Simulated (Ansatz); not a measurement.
**F2H2InN: small, medium and large basis sets**

One table from this session's results is given with a row withheld; the runs are named, their logs left out.

Computed with Ansatz 0.2.0, Gaussian basis. Level: one geometry, several basis sets.

Plan: PBE0-D4/def2-SVP; ωB97M-V/def2-SVP; PBE0-D4/def2-QZVPP; ωB97M-V/def2-QZVPP; the functionals' def2-TZVPP values are taken from earlier runs.

## Structure used throughout

An earlier PBE0-D4 in a triple-zeta def2 set relaxation fixed the geometry. In takes the def2 core potential; no spin-orbit term is included.

6 atoms, charge 0, spin multiplicity 1.

Atoms are counted from 1 here; the program's logs count them from 0.

Bond lengths: N1–In2 1.998 Å, N1–H5 1.011 Å, N1–H6 1.011 Å, In2–F3 1.935 Å, In2–F4 1.935 Å. Angles: In2–N1–H5 114.2°, In2–N1–H6 114.2°, H5–N1–H6 109.1°, N1–In2–F3 124.1°, N1–In2–F4 124.1°, F3–In2–F4 111.4°.

Set-up of the first run:

File in.yaml:

```yaml
crystal:
  periodic: [false, false, false]
  atoms:
    - {symbol: N, position_ang: [-0.259866, 1.155061, -0.280629]}
    - {symbol: In, position_ang: [0.271447, -0.745684, 0.029111]}
    - {symbol: F, position_ang: [1.862863, -1.284931, 0.988970]}
    - {symbol: F, position_ang: [-0.617426, -2.265695, -0.773499]}
    - {symbol: H, position_ang: [0.031712, 1.791321, 0.449422]}
    - {symbol: H, position_ang: [-1.246630, 1.285929, -0.459474]}
basis:
  gaussian: {orbitals: def2-SVP}
hamiltonian: {xc: pbe0, dispersion: d4}
output: {orbitals: {seedname: orbitals}}
```

Steps of the session up to this table: PBE0-D4 in def2-SVP; ωB97M-V in def2-SVP; PBE0-D4 in def2-QZVPP; ωB97M-V in def2-QZVPP.

One of the session's tables, all rows but one given; the rest of the session is left out.

It belongs to the step «Density functionals: the series». 

```
functional       basis  HOMO (eV)  LUMO (eV)
   PBE0-D4    def2-SVP      -8.15      -2.02
   PBE0-D4  def2-TZVPP      -8.41      -2.25
   PBE0-D4  def2-QZVPP          ?          ?
   ωB97M-V    def2-SVP     -10.48      -0.02
   ωB97M-V  def2-TZVPP     -10.77      -0.34
   ωB97M-V  def2-QZVPP     -10.82      -0.56
```

Q: Estimate the row for PBE0-D4, def2-QZVPP from the others.

As computed: HOMO (eV): -8.46; LUMO (eV): -2.34. In the column «HOMO (eV)» it lies between ωB97M-V, def2-SVP (-10.48) and PBE0-D4, def2-TZVPP (-8.41).
